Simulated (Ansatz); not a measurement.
HfTi, space group P-6m2, cell relaxations under several functionals

Program: the Ansatz DFT code, driven from Python.

`run_lattice.py`:
```python
"""Relaxed cell of HfTi under several functionals."""

import warnings

import ansatz as az
import numpy as np

def edges_and_angles(cell):
    cell = np.asarray(cell)
    a, b, c = np.linalg.norm(cell, axis=1)
    cosines = cell[1] @ cell[2] / (b * c), cell[0] @ cell[2] / (a * c), cell[0] @ cell[1] / (a * b)
    return (a, b, c, *np.degrees(np.arccos(cosines)))


def main() -> None:
    warnings.simplefilter("ignore", az.DeckWarning)

    xtal = (
        az.Lattice.from_parameters(3.0861483, 3.0861483, 4.82925934, alpha=90, beta=90, gamma=120)
        .space_group(187)
        .atom("Hf", (2 / 3, 1 / 3, 0.5))
        .atom("Ti", (1 / 3, 2 / 3, 0.0))
    )

    model = (
        xtal.calculation()
        .basis(31 * az.Ry)
        .kpoints(11, 11, 6)  # the mesh must be finer for metals
        .occupations("fermi_dirac")
        .scf(tolerance=1e-10)
        .relax(cell=True)  # relax until the tolerances are met
    )

    levels = [("pbesol", "none"), ("lda", "none"), ("pbesol", "d3bj")]
    print("level            a       b       c    alpha   beta  gamma  V/atom  steps")
    for name, dispersion in levels:
        seen = []
        run = model.functional(name, dispersion=dispersion).session().plan()
        out = run.execute(on_event=lambda e: seen.append(e) if e["event"] == "relax_step" else None)
        cell = out.lattice.cell_ang
        label = name if dispersion == "none" else f"{name}+{dispersion}"
        print("{:13s} {:7.4f} {:7.4f} {:7.4f} {:6.2f} {:6.2f} {:6.2f}".format(label, *edges_and_angles(cell)), f"{abs(np.linalg.det(cell)) / len(out.lattice.sites):7.3f} {len(seen):5d}")


if __name__ == "__main__":
    main()
```

```console
$ python run_lattice.py
level            a       b       c    alpha   beta  gamma  V/atom  steps
pbesol         3.0551  3.0551  4.7783  90.00  90.00 120.00  19.312     5
lda            3.0167  3.0167  4.7191  90.00  90.00 120.00  18.596     6
pbesol+d3bj    3.0104  3.0104  4.7148  90.00  90.00 120.00  18.502     6
```

From smallest to largest: PBEsol+D3BJ (18.50 Å³ an atom, -7.1 % against the start), LDA (18.60 Å³ an atom, -6.6 % against the start) and PBEsol (19.31 Å³ an atom, -3.0 % against the start). The spread is 4.4 % in volume.

Caveats:
- Forces vanish by symmetry, so the ions can't move, and the end may be a saddle.
- Dispersion corrections can be off by several per cent in the lattices of metals, and by several GPa in the pressure at a fixed cell.
- For a metal this k-point mesh is coarse: on a finer one energies can move by several to tens of meV an atom and pressures by half a GPa or more, differences at one mesh by less.
- Spin-orbit coupling, which matters for elements this heavy, is left out.
- This cell is a computed structure, which may not be the phase found in nature.
- Run time: 110 s on 1 thread of Arm Neoverse V2, with other jobs on the host, peak memory 0.5 GiB.

(A comment or docstring line of the script was reworded after the run, the code is as it ran.)
